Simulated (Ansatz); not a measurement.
# CH3BFGaO: small, medium and large basis sets

The task here is to estimate one member of a computed series from the others.

Computed with Ansatz 0.2.0, Gaussian basis. Level: one geometry, several basis sets.

Plan: PBE0-D4/def2-SVP; ωB97M-V/def2-SVP; PBE0-D4/def2-QZVPP; ωB97M-V/def2-QZVPP; the functionals' def2-TZVPP values are taken from earlier runs.

**The geometry**

The geometry comes from an earlier relaxation with PBE0-D4 in a triple-zeta def2 set; it is a stationary point, not always the lowest conformer.

SMILES `[F][Ga]1[CH2]B[O]1`, 8 atoms, charge 0, spin multiplicity 1.

Atoms are counted from 1 here; the program's logs count them from 0.

Bond lengths: F1–Ga2 1.735 Å, Ga2–C3 1.960 Å, Ga2–O5 1.871 Å, C3–B4 1.608 Å, C3–H6 1.092 Å, C3–H7 1.092 Å, B4–O5 1.354 Å, B4–H8 1.200 Å. Angles: F1–Ga2–C3 157.7°, F1–Ga2–O5 122.9°, C3–Ga2–O5 79.4°, Ga2–C3–B4 79.7°, Ga2–C3–H6 116.0°, Ga2–C3–H7 116.0°, B4–C3–H6 117.3°, B4–C3–H7 117.3°, H6–C3–H7 108.5°, C3–B4–O5 111.2°, C3–B4–H8 126.5°, O5–B4–H8 122.3°, Ga2–O5–B4 89.7°.

The first run:

in.yaml

```yaml
crystal:
  periodic: [false, false, false]
  atoms:
    - {symbol: F, position_ang: [-2.676380, -0.133307, 1.498067]}
    - {symbol: Ga, position_ang: [-1.152511, -0.052455, 0.672328]}
    - {symbol: C, position_ang: [0.778347, 0.201139, 0.450658]}
    - {symbol: B, position_ang: [0.358260, -0.140193, -1.063362]}
    - {symbol: O, position_ang: [-0.973555, -0.361615, -1.163986]}
    - {symbol: H, position_ang: [1.417980, -0.517534, 0.966288]}
    - {symbol: H, position_ang: [1.155455, 1.205766, 0.650680]}
    - {symbol: H, position_ang: [1.092404, -0.201801, -2.010663]}
basis:
  gaussian: {orbitals: def2-SVP}
hamiltonian: {xc: pbe0, dispersion: d4}
output: {orbitals: {seedname: orbitals}}
```

Launch:

```
> ansatz run in.yaml --threads 4 --pin off --events-out ev --progress --plain --max-ram 10444MiB
```

Steps of the session up to this table: PBE0-D4 in def2-SVP; ωB97M-V in def2-SVP; PBE0-D4 in def2-QZVPP; ωB97M-V in def2-QZVPP.

One of the session's tables, all rows but one given; the rest of the session is left out.

It belongs to the step «Functionals by basis». 

| functional | basis | HOMO (eV) |
| --- | --- | --- |
| PBE0-D4 | def2-SVP | ? |
| PBE0-D4 | def2-TZVPP | -8.29 |
| PBE0-D4 | def2-QZVPP | -8.31 |
| ωB97M-V | def2-SVP | -10.48 |
| ωB97M-V | def2-TZVPP | -10.57 |
| ωB97M-V | def2-QZVPP | -10.60 |

**Question.** Estimate the row for PBE0-D4, def2-SVP.

As computed: HOMO (eV): -8.22. In the column «HOMO (eV)» it is the highest.
